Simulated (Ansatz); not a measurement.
# Cu3O2: the cost of one run

Computed with Ansatz 0.2.0 (DFT PBE, scalar-relativistic, plane waves, PAW, unless a step names another level, unless a step's input says otherwise).

2 further runs of the same task are left out: 1 that didn't finish, 1 set aside as unsound or not needed.

### 1 The structure to begin with

It takes space group I4/mmm (No. 139, tetragonal). Conventional cell: a = 4.067 Å, b = 4.067 Å, c = 7.339 Å, α = 90.00°, β = 90.00°, γ = 90.00°. Cu (site symmetry -4m2) is surrounded by 2 O at 1.83 Å. Cu (site symmetry 4/mmm) has 4 O at 2.03 Å as nearest neighbours. Around O (site symmetry mmm) lie 4 Cu at 1.83 to 2.03 Å.

As a file:

```
Cu O
1.0
    -2.03349    2.03349    3.66974
     2.03349   -2.03349    3.66974
     2.03349    2.03349   -3.66974
Cu O
3 2
Direct
  0.25000 0.75000 0.50000
  0.75000 0.25000 0.50000
  0.00000 0.00000 0.00000
  0.00000 0.50000 0.50000
  0.50000 0.00000 0.50000
```

It is the end of an earlier relaxation with the same method, from a generated guess; it needn't be the stable form of this composition. At a tolerance of 0.05 Å it has space group I4/mmm (No. 139); it has 12.14 Å³/atom, an uncorrected energy of -0.30 eV/atom over the elements.

### 2 Electronic structure at the relaxed geometry

File input.yaml:

```yaml
crystal:
  lattice:
    - [-2.0334859244, 2.0334859244, 3.6697445301]
    - [2.0334859244, -2.0334859244, 3.6697445301]
    - [2.0334859244, 2.0334859244, -3.6697445301]
  atoms:
    - { symbol: Cu, position: [0.25, 0.75, 0.5] }
    - { symbol: Cu, position: [0.75, 0.25, 0.5] }
    - { symbol: Cu, position: [0.0, 0.0, 0.0] }
    - { symbol: O, position: [0.0, 0.5, 0.5] }
    - { symbol: O, position: [0.5, 0.0, 0.5] }
basis:
  ecutwfc: 420
kpoints:
  mp_grid: { grid: [14, 14, 14] }
  band_path:
    path:
      - [[0.0, 0.0, 0.0], [0.0, 0.0, 0.5], [0.25, 0.25, 0.25], [0.0, 0.5, 0.0], [0.0, 0.0, 0.0], [0.5, 0.5, -0.5], [0.32676278, 0.67323722, -0.32676278]]
      - [[-0.32676278, 0.32676278, 0.32676278], [0.0, 0.0, 0.0]]
      - [[0.0, 0.0, 0.5], [-0.15352556, 0.15352556, 0.5]]
      - [[0.5, 0.5, -0.15352556], [0.5, 0.5, -0.5]]
    npoints: 14
hamiltonian:
  xc: pbe
scf:
  occupations: { method: gaussian, width: 0.1 }
  n_extra_bands: 12
output:
  forces: true
  stress: true
  eigenvalues: true
  populations: true
  dos: { projected: true, de: 0.02, nscf_kmesh: { grid: [17, 17, 17] } }
  bader: true
  write_density: true
  write_potential: true
  elf: true
  volumetric_format: npy
```

On the command line:

```sh
$ ansatz run input.yaml --threads 1 --pin off --max-ram 2560MiB --backend cpu --events-out ev --progress --plain --runs-dir out
```

**Question.** How long does this run take on 1 thread of Intel Xeon at 2.70GHz, shared host, and how much memory does it need?

About 2.3 min, with a peak of 0.96 GiB.
